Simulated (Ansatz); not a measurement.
**Al₂GaH (triplet): the correlation ladder, cc-pVDZ**

An exercise on one series of results from a longer session: the logs are not shown, and one member is left open.

Method: cc-pVDZ, core rule «outside noble gas», up to 24 orbitals frozen; program: Ansatz 0.2.0, Gaussian basis.

The runs, in order: UHF; CCSD(T) on ROHF; CCSD(T) on UHF; BCCD(T) on ROHF; CISD as a restricted active space (open shells left free, so some higher excitations enter); CCSDT(Q) on ROHF; CCSDT(Q) on UHF; CASSCF and NEVPT2, 10 electrons in 10 orbitals.

34 further runs of the same task are left out: 2 for a known fault of the program, 16 that didn't finish, 16 set aside as unsound or not needed. Runs told in other sessions of the task aren't counted.

**What is computed**

The geometry is a PBE0/def2-TZVP stationary point (not a proven minimum). No spin-orbit coupling is included. The filled d shell of Ga may be among the frozen orbitals whatever the setting's name suggests.

4 atoms, charge 0, spin multiplicity 3.

Atoms are counted from 1 here; the program's logs count them from 0.

Bond lengths: Al1–Al2 2.585 Å, Al1–H4 1.925 Å, Al2–Ga3 2.597 Å, Al2–H4 1.870 Å. Angles: Al2–Al1–H4 46.2°, Al1–Al2–Ga3 98.6°, Al1–Al2–H4 48.0°, Ga3–Al2–H4 50.7°, Al1–H4–Al2 85.9°.

The first run:

Input file in.yaml:

```yaml
crystal:
  periodic: [false, false, false]
  atoms:
    - {symbol: Al, position_ang: [0.000000, 0.651584, 2.580537]}
    - {symbol: Al, position_ang: [0.000000, -1.242085, 0.821113]}
    - {symbol: Ga, position_ang: [0.000000, 0.219542, -1.325862]}
    - {symbol: H, position_ang: [0.000000, 0.620606, 0.656125]}
basis:
  gaussian: {orbitals: cc-pVDZ}
magnetization: {spin_polarized: true, initial_magnetization: 2}
hamiltonian: {xc: hf}
output: {orbitals: {seedname: orbitals}}
```

Command:

```
ansatz run in.yaml --threads 1 --pin off --events-out ev --progress --plain --max-ram 2393MiB
```

Steps of the session up to this table: UHF; CCSD(T) on ROHF; CCSD(T) on UHF; BCCD(T) on ROHF; CISD as a restricted active space (open shells left free, so some higher excitations enter); CCSDT(Q) on ROHF; CCSDT(Q) on UHF; CASSCF and NEVPT2, 10 electrons in 10 orbitals.

One table of the session follows, with a row left open; its other results are not shown here.

It belongs to the step «Misses and costs». 

```
   method  from RCCSDT(Q) (kJ/mol)
     ROHF                   +574.5
      UHF                   +545.3
     RMP2                   +136.7
     UMP2                        ?
     CISD                    +96.2
    RCCSD                    +38.5
    UCCSD                    +37.1
 RCCSD(T)                     +8.3
 UCCSD(T)                     +8.9
  BCCD(T)                     +8.3
   RCCSDT                     +2.7
   UCCSDT                     +2.4
RCCSDT(Q)                        0
UCCSDT(Q)                     -0.4
```

**Question.** Estimate the row for UMP2.

As computed: from RCCSDT(Q) (kJ/mol): +156.2. In the column «from RCCSDT(Q) (kJ/mol)» it lies between RMP2 (+136.7) and UHF (+545.3).

Left out of the table: CASSCF frontier, NEVPT2 frontier (the active space lost an orbital or holds another state than full CI finds).

To keep in mind: Restricted and unrestricted rows rest on different reference determinants; a gap between their highest levels can come from leftover correlation error, from unlike frozen cores or from another state. Warnings in the runs' records: passed over end.
